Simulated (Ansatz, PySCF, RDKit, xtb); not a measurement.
# Si2NH7SO: which of the isomers drawn lies lowest?, part 2 of 2

A sample of isomers of Si2NH7SO is drawn. Aim: find which of them has the lowest free energy at 298.15 K, then its properties. The sample is small against all isomers, and the most stable one of this formula need not be in it.

xtb, Ansatz and PySCF; isolated molecules. The steps go on from the part before.

## (11) c401c at CCSD(T)/def2-SVP

The input, input.yaml:

```yaml
crystal:
  periodic: [false, false, false]
  atoms:
    - {symbol: N, position_ang: [-0.474968, 2.047263, -0.460948]}
    - {symbol: O, position_ang: [1.407025, 0.135085, 0.342744]}
    - {symbol: S, position_ang: [-1.466440, 0.320518, 1.872637]}
    - {symbol: Si, position_ang: [-0.226168, 0.416006, 0.101994]}
    - {symbol: Si, position_ang: [0.569858, 3.027566, -1.480928]}
    - {symbol: H, position_ang: [1.833396, 0.743689, 0.972985]}
    - {symbol: H, position_ang: [-0.610377, -0.689067, -0.830262]}
    - {symbol: H, position_ang: [-1.564067, -1.037829, 1.834625]}
    - {symbol: H, position_ang: [-1.399538, 2.437979, -0.247954]}
    - {symbol: H, position_ang: [0.913843, 4.335531, -0.814399]}
    - {symbol: H, position_ang: [1.826095, 2.239729, -1.708378]}
    - {symbol: H, position_ang: [-0.070546, 3.353858, -2.806038]}
basis:
  gaussian: {orbitals: def2-SVP}
correlation: {method: ccsd_t, frozen_orbitals: {Si: 5, S: 5, "N": 1, H: 0, O: 1}}
```

Run with:

```sh
ansatz run input.yaml --threads 2 --pin off --max-ram 5220MiB --events-out events.jsonl --progress --plain --runs-dir runs
```

Standard output, shortened:

```text
Warning: RAYON_NUM_THREADS=2 ignored (pool sized by the plan → 2); use --threads N
Functional definition: HF
  name "HF"
[...]
1125 factors; integrals over basis functions are off by at most 1.4e-3 eV
[...]
mean field -30163.88977051 eV, -1108.5025032475 hartree, gradient 2.2e-6 eV, S^2 0.000000; 0 other end points of the search recorded, 0 dependent functions left out
17 core orbitals not correlated: weight in the atoms' cores, before any rotation towards them, 1.000 or more for the frozen orbitals, at most 0.000 for the correlated occupied ones
reference -30163.88977051 eV, -1108.5025032475 hartree; 16, 16 occupied and 84, 84 virtual orbitals, 1125 factors
second order -18.62455710 eV of doubles, -0.00000000 eV of singles
cycle   1  -19.60094618 eV  change   -9.8e-1 eV  update   1.0e-1
[...]
cycle   9  -20.25496018 eV  change   -1.1e-5 eV  update   1.4e-5
perturbative correction -0.51615709 eV, -0.0189684232 hartree
Total energy: -30184.66088779 eV, -1109.2658277281 hartree
```

It took 40 s on 2 threads of AMD EPYC (Zen 3), shared host; peak memory 0.56 GiB.

## (12) Free energies and the winner

Energies in kcal/mol from c401c; G adds the thermal terms to the CCSD(T)/def2-SVP + MP2/def2-TZVPP - MP2/def2-SVP energy. The columns left of the relaxed level are at the tight-binding geometries.

```csv
label,SMILES,spin,GFN2-xTB,HF/STO-3G,r2SCAN-D4/def2-SVP,PBE-D3(BJ)/def2-SVP,HF/def2-SVP,MP2/def2-SVP,CCSD(T)/def2-SVP + MP2/def2-TZVPP - MP2/def2-SVP,G,share at equilibrium,T1
c401c,O[Si@@H](S)N[SiH3],singlet,0.0,0.0,0.0,0.0,0.0,0.0,0.0,0.0,81.0 %,0.011
c970c,O[SiH2]N[SiH2]S,singlet,-3.0,2.8,2.9,-0.3,1.3,0.1,0.5,0.9,19.0 %,0.012
c204c,O[SiH2]N([SiH3])S,singlet,24.5,29.4,41.4,39.3,41.3,39.9,39.6,37.8,< 0.1 %,0.012
```

Lowest found: c401c, `O[Si@@H](S)N[SiH3]`, a singlet. Bond lengths: N1–Si4 1.744 Å, O2–Si4 1.675 Å, S3–Si4 2.164 Å, N1–Si5 1.759 Å, O2–H6 0.974 Å, Si4–H7 1.496 Å, S3–H8 1.362 Å, N1–H9 1.026 Å, Si5–H10 1.508 Å, Si5–H11 1.500 Å, Si5–H12 1.507 Å. Some angles: N1–Si4–O2 110.0°, N1–Si4–S3 102.9°, O2–Si4–S3 115.7°, Si4–N1–Si5 128.6°, N1–Si4–H7 117.0°, O2–Si4–H7 102.5°, S3–Si4–H7 109.3°, Si4–N1–H9 114.7°, Si5–N1–H9 116.3°, Si4–O2–H6 114.5°.

```xyz
12

N    -0.4750    2.0473   -0.4609
O     1.4070    0.1351    0.3427
S    -1.4664    0.3205    1.8726
Si   -0.2262    0.4160    0.1020
Si    0.5699    3.0276   -1.4809
H     1.8334    0.7437    0.9730
H    -0.6104   -0.6891   -0.8303
H    -1.5641   -1.0378    1.8346
H    -1.3995    2.4380   -0.2480
H     0.9138    4.3355   -0.8144
H     1.8261    2.2397   -1.7084
H    -0.0705    3.3539   -2.8060
```

## (13) Density, orbitals and dipole (PBE0/def2-SVPD)

Edit input.yaml of step 11 so:

```diff
@@ -3,3 +3,3 @@
   atoms:
-    - {symbol: N, position_ang: [-0.474968, 2.047263, -0.460948]}
+    - {symbol: "N", position_ang: [-0.474968, 2.047263, -0.460948]}
     - {symbol: O, position_ang: [1.407025, 0.135085, 0.342744]}
@@ -16,3 +16,8 @@
 basis:
-  gaussian: {orbitals: def2-SVP}
-correlation: {method: ccsd_t, frozen_orbitals: {Si: 5, S: 5, "N": 1, H: 0, O: 1}}
+  gaussian:
+    orbitals: def2-SVPD
+hamiltonian:
+  xc: {name: PBE0}
+output:
+  forces: true
+  orbitals: {seedname: orbitals}
```

Run with:

```sh
ansatz run input.yaml --threads 2 --pin off --max-ram 5220MiB --events-out events.jsonl --progress --plain --runs-dir runs
```

Standard output, shortened:

```text
Warning: RAYON_NUM_THREADS=2 ignored (pool sized by the plan → 2); use --threads N
Functional definition: PBE0
  name "PBE0"
[...]
1675 factors; integrals over basis functions are off by at most 1.2e-3 eV
[...]
mean field -30220.12236232 eV, -1110.5690128805 hartree, gradient 3.9e-5 eV, S^2 0.000000; 0 other end points of the search recorded, 0 dependent functions left out
[...]
reference -30220.12241189 eV, -1110.5690147021 hartree; 33, 33 occupied and 141, 141 virtual orbitals, 1675 factors
Total energy: -30220.12241189 eV, -1110.5690147021 hartree
Atom 0 at    -0.474968     2.047263    -0.460948 Å, force    -0.251609    -0.032476     0.077875 eV/Å
Atom 1 at     1.407025     0.135085     0.342744 Å, force    -0.057533     0.523682     0.462209 eV/Å
Atom 2 at    -1.466440     0.320518     1.872637 Å, force     0.121266    -0.317134    -0.175879 eV/Å
Atom 3 at    -0.226168     0.416006     0.101994 Å, force     0.006401     0.123431    -0.129384 eV/Å
Atom 4 at     0.569858     3.027566    -1.480928 Å, force     0.113075     0.063337    -0.066321 eV/Å
Atom 5 at     1.833396     0.743689     0.972985 Å, force    -0.181175    -0.451779    -0.398877 eV/Å
Atom 6 at    -0.610377    -0.689067    -0.830262 Å, force     0.030767     0.174992     0.128616 eV/Å
Atom 7 at    -1.564067    -1.037829     1.834625 Å, force     0.003406     0.266144     0.049884 eV/Å
Atom 8 at    -1.399538     2.437979    -0.247954 Å, force     0.415687    -0.185791    -0.104071 eV/Å
Atom 9 at     0.913843     4.335531    -0.814399 Å, force    -0.078045    -0.204348    -0.074496 eV/Å
Atom 10 at     1.826095     2.239729    -1.708378 Å, force    -0.178001     0.116174     0.017322 eV/Å
Atom 11 at    -0.070546     3.353858    -2.806038 Å, force     0.055762    -0.076233     0.213121 eV/Å
Dipole moment:    -0.071650     0.150371     0.004065 e Å
```

It took 17 s on 2 threads of AMD EPYC (Zen 3), shared host; peak memory 0.51 GiB.

## (14) Electronic excitations (TD-PBE0/def2-SVPD)

An in-house driver calls PySCF's response routines at TD-PBE0/def2-SVPD; it has no typed input.

Standard output:

```text
coarse grid: 11360 points
cycle   1  E = -1110.3345828184  dE =  1.976e-01  |g| = 7.362e-01  |ddm| = 4.119e+00
cycle   2  E = -1110.1717863989  dE =  1.628e-01  |g| = 1.162e+00  |ddm| = 1.984e+00
cycle   3  E = -1110.4426977194  dE = -2.709e-01  |g| = 9.618e-02  |ddm| = 1.228e+00
cycle   4  E = -1110.4445029292  dE = -1.805e-03  |g| = 4.416e-02  |ddm| = 1.803e-01
cycle   5  E = -1110.4449540304  dE = -4.511e-04  |g| = 1.253e-02  |ddm| = 6.310e-02
cycle   6  E = -1110.4449896818  dE = -3.565e-05  |g| = 3.397e-03  |ddm| = 1.730e-02
cycle   7  E = -1110.4449926606  dE = -2.979e-06  |g| = 5.937e-04  |ddm| = 5.698e-03
final grid: 95408 points
cycle   8  E = -1110.5690936152  dE = -1.250e-05  |g| = 6.995e-03  |ddm| = 5.209e-02
cycle   9  E = -1110.5690786067  dE =  1.501e-05  |g| = 1.100e-02  |ddm| = 1.812e-02
cycle  10  E = -1110.5691041821  dE = -2.558e-05  |g| = 7.968e-04  |ddm| = 1.078e-02
cycle  11  E = -1110.5691043578  dE = -1.757e-07  |g| = 1.101e-04  |ddm| = 1.395e-03
cycle  12  E = -1110.5691043611  dE = -3.312e-09  |g| = 5.388e-05  |ddm| = 2.863e-04
cycle  13  E = -1110.5691043619  dE = -7.744e-10  |g| = 1.619e-05  |ddm| = 8.909e-05
converged SCF energy = -1110.5691043619

Static polarisability (au): isotropic 88.092, principal 76.866 81.156 106.256

Singlet excitations
state   eV       nm        f      main configurations
  1   6.0832    203.8   0.01005   H->L 0.71, H->L+1 0.23
  2   6.3246    196.0   0.00858   H-1->L 0.86
  3   6.7527    183.6   0.04451   H->L+3 0.45, H->L+1 0.23, H->L 0.16
  4   6.8995    179.7   0.00990   H->L+1 0.45, H->L+3 0.31, H->L 0.09
  5   6.9702    177.9   0.03633   H-1->L+1 0.42, H-1->L+2 0.26, H->L+2 0.15
  6   7.1474    173.5   0.00550   H-1->L+1 0.44, H-1->L+2 0.33, H->L+2 0.17
  7   7.1879    172.5   0.01252   H->L+2 0.34, H-1->L+2 0.32, H-1->L+3 0.15
  8   7.2950    170.0   0.06704   H-1->L+3 0.69, H->L+2 0.08

Triplet excitations (Tamm-Dancoff, eV): 5.6551 6.0209 6.3774
```

It took 43 s on 2 threads of AMD EPYC (Zen 3), shared host; peak memory 0.75 GiB.

The roots found:

```csv
excited state,energy (eV),strength
1,6.083,0.0100
2,6.325,0.0086
3,6.753,0.0445
4,6.899,0.0099
5,6.970,0.0363
6,7.147,0.0055
7,7.188,0.0125
8,7.295,0.0670
```

## (15) NMR shieldings (GIAO PBE0/pcSseg-1)

An in-house driver calls PySCF's response routines at GIAO PBE0/pcSseg-1; it has no typed input.

Standard output:

```text
coarse grid: 11360 points
cycle   1  E = -1110.7469530345  dE =  2.313e-01  |g| = 7.840e-01  |ddm| = 3.123e+00
cycle   2  E = -1110.5962278675  dE =  1.507e-01  |g| = 1.187e+00  |ddm| = 1.479e+00
cycle   3  E = -1110.8623164591  dE = -2.661e-01  |g| = 9.804e-02  |ddm| = 9.996e-01
cycle   4  E = -1110.8641075370  dE = -1.791e-03  |g| = 4.428e-02  |ddm| = 1.304e-01
cycle   5  E = -1110.8644967060  dE = -3.892e-04  |g| = 1.223e-02  |ddm| = 4.572e-02
cycle   6  E = -1110.8645263346  dE = -2.963e-05  |g| = 4.231e-03  |ddm| = 1.359e-02
cycle   7  E = -1110.8645299905  dE = -3.656e-06  |g| = 5.818e-04  |ddm| = 4.272e-03
final grid: 95408 points
cycle   8  E = -1110.9013522209  dE = -1.302e-05  |g| = 7.545e-03  |ddm| = 1.601e-02
cycle   9  E = -1110.9013367434  dE =  1.548e-05  |g| = 1.163e-02  |ddm| = 1.385e-02
cycle  10  E = -1110.9013628426  dE = -2.610e-05  |g| = 8.085e-04  |ddm| = 8.500e-03
cycle  11  E = -1110.9013629794  dE = -1.368e-07  |g| = 1.351e-04  |ddm| = 9.898e-04
cycle  12  E = -1110.9013629840  dE = -4.635e-09  |g| = 3.865e-05  |ddm| = 2.072e-04
cycle  13  E = -1110.9013629844  dE = -3.467e-10  |g| = 1.746e-05  |ddm| = 5.245e-05
converged SCF energy = -1110.9013629844

GIAO shielding tensors (ppm)
atom      isotropic    diamagn.    paramagn.     s11        s22        s33       span
  0 N      232.142     325.986     -93.844    205.557    224.424    266.445     60.888
  1 O      255.389     391.017    -135.628    237.899    246.293    281.976     44.076
  2 S      655.459    1058.687    -403.228    571.623    612.965    781.789    210.166
  3 Si     362.380     879.856    -517.476    313.214    363.671    410.254     97.040
  4 Si     407.830     877.236    -469.406    361.064    395.606    466.819    105.755
  5 H       29.481      31.340      -1.859     23.185     24.813     40.445     17.260
  6 H       25.827      30.636      -4.810     22.323     23.684     31.473      9.150
  7 H       30.136      30.558      -0.422     23.264     26.302     40.843     17.579
  8 H       30.814      31.160      -0.346     21.561     30.283     40.598     19.037
  9 H       26.480      26.445       0.035     22.636     24.744     32.061      9.426
 10 H       26.301      27.973      -1.672     22.612     26.135     30.156      7.544
 11 H       26.429      26.596      -0.167     22.667     24.545     32.076      9.409
```

Wall time 33 s (2 threads of AMD EPYC (Zen 3), shared host); peak memory 0.78 GiB.

Isotropic shieldings, averaged over atoms that the bond graph makes equivalent (absolute, not shifts):

```csv
atoms,shielding (ppm)
N1,232.1
O2,255.4
S3,655.5
Si4,362.4
Si5,407.8
H6,29.48
H7,25.83
H8,30.14
H9,30.81
"H10, H11, H12",26.40
```

## (16) The cation at the same geometry (PBE0/def2-SVPD)

Edit input.yaml of step 13 so:

```diff
@@ -3,3 +3,3 @@
   atoms:
-    - {symbol: "N", position_ang: [-0.474968, 2.047263, -0.460948]}
+    - {symbol: N, position_ang: [-0.474968, 2.047263, -0.460948]}
     - {symbol: O, position_ang: [1.407025, 0.135085, 0.342744]}
@@ -18,6 +18,7 @@
     orbitals: def2-SVPD
+total_charge: 1
+magnetization:
+  spin_polarized: true
+  initial_magnetization: 1
 hamiltonian:
-  xc: {name: PBE0}
-output:
-  forces: true
-  orbitals: {seedname: orbitals}
+  xc: pbe0
```

Run with:

```sh
ansatz run input.yaml --threads 2 --pin off --max-ram 5220MiB --events-out events.jsonl --progress --plain --runs-dir runs
```

Standard output:

```text
Warning: RAYON_NUM_THREADS=2 ignored (pool sized by the plan → 2); use --threads N
[... 2 set-up lines as earlier in the session ...]
  parameter a = 0.25
  parameter kappa = 0.804
  parameter beta = 0.06672455060314922
  exchange = (1 - a)*pbe_x(kappa = kappa, mu = beta*pi^2/3) + a*exact_x
  correlation = pbe_c(beta = beta)
1573 factors; their error is unknown
mean field evaluation 1: about -30193.8015 eV, gradient 6.4e1 eV
mean field evaluation 2: about -30063.3273 eV, gradient 1.5e2 eV
mean field evaluation 4: about -30206.4163 eV, gradient 2.1e1 eV
mean field evaluation 8: about -30210.3165 eV, gradient 3.2e0 eV
mean field evaluation 16: about -30210.6091 eV, gradient 1.3e-1 eV
mean field evaluation 32: about -30210.2752 eV, gradient 5.9e0 eV
mean field -30210.60913957 eV, -1110.2194083929 hartree, gradient 3.3e-5 eV, S^2 0.759917; 3 other end points of the search recorded, 0 dependent functions left out
reference -30210.60919150 eV, -1110.2194103011 hartree; 33, 32 occupied and 141, 142 virtual orbitals, 1573 factors
Total energy: -30210.60919150 eV, -1110.2194103011 hartree
```

It took 89 s on 2 threads of AMD EPYC (Zen 3), shared host; peak memory 0.69 GiB.

Difference from the parent: 9.51 eV.

## (17) The anion at the same geometry (PBE0/def2-SVPD)

Edit input.yaml of step 16 so:

```diff
@@ -16,9 +16,6 @@
 basis:
-  gaussian:
-    orbitals: def2-SVPD
-total_charge: 1
-magnetization:
-  spin_polarized: true
-  initial_magnetization: 1
-hamiltonian:
-  xc: pbe0
+  gaussian: {orbitals: def2-SVPD}
+total_charge: -1
+magnetization: {spin_polarized: true, initial_magnetization: 1}
+hamiltonian: {xc: pbe0}
+scf: {lower_state_search: "off"}
```

Run with:

```sh
ansatz run input.yaml --threads 2 --pin off --max-ram 5220MiB --events-out events.jsonl --progress --plain --runs-dir runs
```

Standard output, shortened:

```text
Warning: RAYON_NUM_THREADS=2 ignored (pool sized by the plan → 2); use --threads N
[... 2 set-up lines as earlier in the session ...]
[...]
1573 factors; their error is unknown
[...]
mean field -30219.10168561 eV, -1110.5315037034 hartree, gradient 3.9e-6 eV, S^2 0.751174; 0 other end points of the search recorded, 0 dependent functions left out
reference -30219.10173619 eV, -1110.5315055623 hartree; 34, 33 occupied and 140, 141 virtual orbitals, 1573 factors
Total energy: -30219.10173619 eV, -1110.5315055623 hartree
Checks for a lower state left out: stability, starts, cluster_reference, orbital_swaps, neighbouring_geometries, increment
```

Wall time 26 s (2 threads of AMD EPYC (Zen 3), shared host); peak memory 0.6 GiB.

Parent less the species with the added electron: -1.02 eV. The extra electron isn't bound at this geometry, so the number measures the basis, not the molecule.

## (18) The triplet at the same geometry (PBE0/def2-SVPD)

Edit input.yaml of step 17 so:

```diff
@@ -16,6 +16,8 @@
 basis:
-  gaussian: {orbitals: def2-SVPD}
-total_charge: -1
-magnetization: {spin_polarized: true, initial_magnetization: 1}
-hamiltonian: {xc: pbe0}
-scf: {lower_state_search: "off"}
+  gaussian:
+    orbitals: def2-SVPD
+magnetization:
+  spin_polarized: true
+  initial_magnetization: 2
+hamiltonian:
+  xc: {name: PBE0}
```

Run with:

```sh
ansatz run input.yaml --threads 2 --pin off --max-ram 5220MiB --events-out events.jsonl --progress --plain --runs-dir runs
```

Standard output, shortened:

```text
Warning: RAYON_NUM_THREADS=2 ignored (pool sized by the plan → 2); use --threads N
[... 7 set-up lines as earlier in the session ...]
1573 factors; their error is unknown
mean field evaluation 1: about -30201.4247 eV, gradient 5.1e1 eV
mean field evaluation 2: about -30106.1157 eV, gradient 1.4e2 eV
mean field evaluation 4: about -30205.5565 eV, gradient 3.0e1 eV
mean field evaluation 8: about -30214.1741 eV, gradient 6.9e-1 eV
mean field evaluation 16: about -30214.4204 eV, gradient 1.8e-2 eV
mean field evaluation 32: about -30214.2636 eV, gradient 9.7e-1 eV
mean field -30214.42046703 eV, -1110.3594720937 hartree, gradient 4.2e-5 eV, S^2 2.005914; 6 other end points of the search recorded, 0 dependent functions left out
reference -30214.42051880 eV, -1110.3594739960 hartree; 34, 32 occupied and 140, 142 virtual orbitals, 1573 factors
Total energy: -30214.42051880 eV, -1110.3594739960 hartree
```

Wall time 49 s (2 threads of AMD EPYC (Zen 3), shared host); peak memory 0.7 GiB.

It lies 5.70 eV above the singlet.

## (19) What came out

What follows sums up all 2 parts.

| quantity | value |
| --- | --- |
| lowest structure found | O[Si@@H](S)N[SiH3], singlet |
| next finalist | O[SiH2]N[SiH2]S, singlet, 0.9 kcal/mol higher in G |
| share at equilibrium, among the finalists | 81.0 % |
| funnel | 15 starts, 12 minima at GFN2-xTB, 8 screening runs, 3 relaxed, 3 ranked |
| CPU time of all runs | 24 min |
| dipole moment (PBE0/def2-SVPD) | 0.80 D |
| HOMO energy (PBE0/def2-SVPD) | -7.68 eV |
| LUMO energy (PBE0/def2-SVPD) | -0.21 eV |
| HOMO–LUMO gap (PBE0/def2-SVPD) | 7.47 eV |
| lowest excitation (TD-PBE0/def2-SVPD) | 6.08 eV (f = 0.010) |
| strongest of the states computed, same level | 7.29 eV (f = 0.067) |
| lowest triplet excitation, same level, Tamm-Dancoff | 5.66 eV |
| vertical ionisation energy | 9.51 eV |
| vertical electron affinity | -1.02 eV (unbound: the value depends on the basis) |
| vertical triplet less singlet | +5.70 eV |

**Reading.** `O[Si@@H](S)N[SiH3]` comes out lowest. Its margin of 0.9 kcal/mol is inside the likely error of CCSD(T)/def2-SVP + MP2/def2-TZVPP - MP2/def2-SVP with harmonic terms (about 1.5 kcal/mol), so the order of the first two is not settled. HF/STO-3G, r2SCAN-D4/def2-SVP, HF/def2-SVP and MP2/def2-SVP already put its bonding pattern lowest among the structures in one piece; GFN2-xTB and PBE-D3(BJ)/def2-SVP favour the singlet O[SiH2]N[SiH2]S. The largest share of the time went into the relaxations (40 %). 2 minima inside the window were never screened. Lowest found is not proven lowest: the search is finite, and each finalist counts with one conformer. Only 4 drawn patterns were tried, so whole families of isomers are missing, and the result ranks this sample alone.
